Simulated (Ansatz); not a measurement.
## TaRu, space group Cmmm: an SCF with error handling, step by step

With Ansatz 0.2.0 through its Python package.

Run as a notebook:

**Cell 1**
```python
import ansatz as az
```

**Cell 2**
```python
MAX_ITERATIONS = 100
CUTOFF_EV = 630
XC = "lda"
KSPACING = 0.23
OCCUPATIONS = "fermi_dirac"
WIDTH_EV = 0.02
```

**Cell 3**
```python
taru = (
    az.Lattice.of((1.65412, -2.34161, 0.0), (1.65412, 2.34161, 0.0), (0.0, 0.0, 4.16242))
    .atom("Ta", (0.5, 0.5, 0.5))
    .atom("Ru", (0.0, 0.0, 0.0))
)
```

**Cell 4**
```python
taru.resolved().tree()["lattice"]
```
Output:
```text
((1.65412, -2.34161, 0.0), (1.65412, 2.34161, 0.0), (0.0, 0.0, 4.16242))
```

**Cell 5**
```python
setup = (
    taru.calculation()
    .scf(max_iterations=MAX_ITERATIONS, lower_state_search="standard")
    .basis(CUTOFF_EV, xc_grid=3)
    .functional(XC)
    .kpoints(spacing=KSPACING)
    .pseudopotentials("paw")
    .occupations(OCCUPATIONS, width=WIDTH_EV)
)

token = az.CancelToken()
```

**Cell 6**
```python
def watch(event):
    if event["event"] == "scf_iter":
        row = event["data"]
        print(f"iteration {row['iter']:2d}  Harris-Foulkes {row['harris_foulkes_ev']:.5f} eV  residual {row['dr2_ev']:.2e} eV")
        if row["dr2_ev"] < 1e-4:
            token.cancel()
```

**Cell 7**
```python
try:
    setup.session().plan().execute(on_event=watch, cancel=token)
    print("finished before the stop was seen")
except az.CancelledError:
    print("stopped by the token")
```
Output:
```text
iteration  1  Harris-Foulkes -15441.04913 eV  residual 2.04e-01 eV
iteration  2  Harris-Foulkes -15441.04314 eV  residual 1.26e-01 eV
iteration  3  Harris-Foulkes -15441.03222 eV  residual 3.99e-03 eV
iteration  4  Harris-Foulkes -15441.03168 eV  residual 9.70e-05 eV
stopped by the token
```

These settings explore the input space; cutoff and mesh may be short of convergence. Spin is left out of this run. Spin-orbit coupling, which matters for elements this heavy, is left out. This cell is a computed structure, which may not be the phase found in nature. Run time: 4.1 s on 1 thread of Arm Neoverse V1, with other jobs on the host, peak memory 0.44 GiB.

(Lines on the test bed's own set-up are left out of the output.)
